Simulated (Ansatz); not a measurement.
# BClH5NO: the cost of one run

Program: Ansatz 0.2.0. Level of theory: RKS PBE-D4/6-31G*. These are calculated values, not measurements.

### Step 1. Starting point

Bond lengths: B1–Cl2 2.210 Å, B1–H3 1.190 Å, B1–O4 1.410 Å, O4–H5 1.010 Å, B1–N6 1.850 Å, N6–H7 1.060 Å, N6–H8 1.060 Å, Cl2–H9 1.382 Å, N6–H9 1.175 Å. Angles (14 of 15 angles, heavy atoms first): Cl2–B1–O4 120.0°, Cl2–B1–N6 71.6°, O4–B1–N6 92.8°, B1–Cl2–H9 66.1°, Cl2–B1–H3 120.0°, H3–B1–O4 120.0°, H3–B1–N6 105.4°, B1–O4–H5 109.5°, B1–N6–H7 120.0°, B1–N6–H8 120.0°, B1–N6–H9 83.6°, Cl2–H9–N6 138.7°, H7–N6–H8 120.0°, H7–N6–H9 111.1°.

Coordinates:

```xyz
9

B     0.0000    0.0000    0.0000
Cl    0.0000    0.0000    2.2100
H     1.0305    0.0000   -0.5950
O    -1.2211    0.0000   -0.7050
H    -1.7308   -0.8467   -0.4965
N    -0.2314    1.7403    0.5833
H    -1.1621    2.2275    0.4417
H     0.5667    2.2503    1.0593
H    -0.1665    1.2523    1.6502
```

### Step 2. Pulling towards end A

Springs on the bonds that form and break draw the guess towards this end; the thresholds are loose.

The input, input.yaml:

```yaml
crystal:
  periodic: [false, false, false]
  atoms:
    - { symbol: B, position_ang: [0.0, 0.0, 0.0] }
    - { symbol: Cl, position_ang: [0.0, 0.0, 2.21] }
    - { symbol: H, position_ang: [1.0305, 0.0, -0.595] }
    - { symbol: O, position_ang: [-1.2211, 0.0, -0.705] }
    - { symbol: H, position_ang: [-1.7308, -0.8467, -0.4965] }
    - { symbol: "N", position_ang: [-0.2314, 1.7403, 0.5833] }
    - { symbol: H, position_ang: [-1.1621, 2.2275, 0.4417] }
    - { symbol: H, position_ang: [0.5667, 2.2503, 1.0593] }
    - { symbol: H, position_ang: [-0.1665, 1.2523, 1.6502] }
basis:
  gaussian: { orbitals: "6-31G*" }
hamiltonian:
  xc: pbe
  dispersion: d4
relax:
  f_tol: 0.15
  max_steps: 25
  restrain:
    - { distance: [0, 5], at: 2.75, k: 30.0 }
    - { distance: [8, 1], at: 2.57, k: 30.0 }
    - { distance: [0, 1], at: 1.86, k: 30.0 }
    - { distance: [8, 5], at: 1.06, k: 30.0 }
```

The run is started by

```bash
ansatz run input.yaml --threads 1 --pin off --max-ram 2048MiB --backend cpu --events-out ev --progress --plain --runs-dir out
```

**Question.** How long does this run take on 1 thread of Arm Neoverse V2, shared host, and how much memory does it need?

About 27 s, with a peak of 0.15 GiB.
